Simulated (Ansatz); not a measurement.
**C2H6AgN: up Jacob's ladder to CCSD(T)**

The task here is to estimate one member of a computed series from the others.

The runs use Ansatz 0.2.0, Gaussian basis; functionals in def2-TZVPP, the program's frozen cores in correlated methods.

The runs, in order: LDA (SPW92), PBE-D4, revPBE-D4, BLYP-D4, r2SCAN-D4, B97M-V, PBE0-D4, B3LYP-D4, r2SCANh-D4, r2SCAN0-D4, HSE06-D4, BHLYP-D4, CAM-B3LYP-D4, LC-ωPBE, ωB97X-V, ωB97M-V, B2PLYP, PBE-QIDH; CCSD(T)/def2-SVP; CCSD(T)/def2-TZVPP; MP2/def2-QZVPP; extrapolation to the limit; RPA on PBE.

## The relaxed structure

An earlier PBE0-D4 in a triple-zeta def2 set relaxation fixed the geometry. Ag takes the def2 core potential; no spin-orbit term is included.

SMILES `C[N](C)[Ag]`, 10 atoms, charge 0, spin multiplicity 1.

Atoms are counted from 1 here; the program's logs count them from 0.

Bond lengths: C1–N2 1.441 Å, C1–H5 1.092 Å, C1–H6 1.104 Å, C1–H7 1.104 Å, N2–C3 1.441 Å, N2–Ag4 2.063 Å, C3–H8 1.092 Å, C3–H9 1.104 Å, C3–H10 1.104 Å. Angles: N2–C1–H5 111.0°, N2–C1–H6 115.0°, N2–C1–H7 108.9°, H5–C1–H6 108.1°, H5–C1–H7 107.4°, H6–C1–H7 106.2°, C1–N2–C3 110.0°, C1–N2–Ag4 113.9°, C3–N2–Ag4 113.9°, N2–C3–H8 111.0°, N2–C3–H9 115.0°, N2–C3–H10 108.9°, H8–C3–H9 108.1°, H8–C3–H10 107.4°, H9–C3–H10 106.2°.

Set-up of the first run:

Input file in.yaml:

```yaml
crystal:
  periodic: [false, false, false]
  atoms:
    - {symbol: C, position_ang: [-0.159838, 1.039463, -0.564947]}
    - {symbol: N, position_ang: [-0.317171, -0.387792, -0.443174]}
    - {symbol: C, position_ang: [0.573793, -0.897732, 0.568153]}
    - {symbol: Ag, position_ang: [-2.274837, -0.997088, -0.217347]}
    - {symbol: H, position_ang: [-0.815237, 1.440157, -1.341734]}
    - {symbol: H, position_ang: [-0.340233, 1.609127, 0.363758]}
    - {symbol: H, position_ang: [0.879584, 1.260616, -0.864237]}
    - {symbol: H, position_ang: [0.480918, -1.982360, 0.660127]}
    - {symbol: H, position_ang: [0.441696, -0.455675, 1.571491]}
    - {symbol: H, position_ang: [1.614527, -0.680015, 0.270910]}
basis:
  gaussian: {orbitals: def2-TZVPP}
hamiltonian: {xc: lda}
output: {orbitals: {seedname: orbitals}}
```

Command:

```bash
$ ansatz run in.yaml --threads 4 --pin off --events-out ev --progress --plain --max-ram 10444MiB
```

Steps of the session up to this table: LDA; PBE-D4 (GGA); revPBE-D4 (GGA); BLYP-D4 (GGA); r2SCAN-D4 (meta-GGA); B97M-V (meta-GGA); B3LYP-D4 (hybrid); r2SCANh-D4 (hybrid); r2SCAN0-D4 (hybrid); HSE06-D4 (hybrid); BHLYP-D4 (hybrid); CAM-B3LYP-D4 (range-separated); LC-ωPBE (range-separated); ωB97X-V (range-separated); ωB97M-V (range-separated); B2PLYP (double hybrid); PBE-QIDH (double hybrid).

One table of the session follows, with a row left open; its other results are not shown here.

It belongs to the step «Frontier levels by functional». 

| functional | HOMO (eV) | LUMO (eV) | gap (eV) |
| --- | --- | --- | --- |
| LDA (SPW92) | -4.52 | -3.40 | 1.12 |
| PBE-D4 | -4.32 | -3.14 | 1.17 |
| revPBE-D4 | -4.23 | -3.04 | 1.19 |
| BLYP-D4 | -4.28 | -3.15 | 1.13 |
| r2SCAN-D4 | -4.38 | -2.94 | 1.45 |
| B97M-V | -4.50 | -3.16 | 1.34 |
| PBE0-D4 | -5.17 | -2.36 | 2.81 |
| B3LYP-D4 | -5.12 | -2.69 | 2.43 |
| r2SCANh-D4 | -4.72 | -2.65 | 2.07 |
| r2SCAN0-D4 | -5.24 | -2.23 | 3.01 |
| HSE06-D4 | -4.78 | -2.71 | 2.07 |
| BHLYP-D4 | -6.07 | -1.74 | 4.33 |
| CAM-B3LYP-D4 | -6.39 | -1.62 | 4.78 |
| LC-ωPBE | -7.41 | -0.44 | 6.97 |
| ωB97X-V | ? | ? | ? |
| ωB97M-V | -7.17 | -0.86 | 6.32 |

**Question.** Estimate the row for ωB97X-V.

The run gave: HOMO (eV): -7.19; LUMO (eV): -0.58; gap (eV): 6.62. In the column «HOMO (eV)» it lies between LC-ωPBE (-7.41) and ωB97M-V (-7.17).
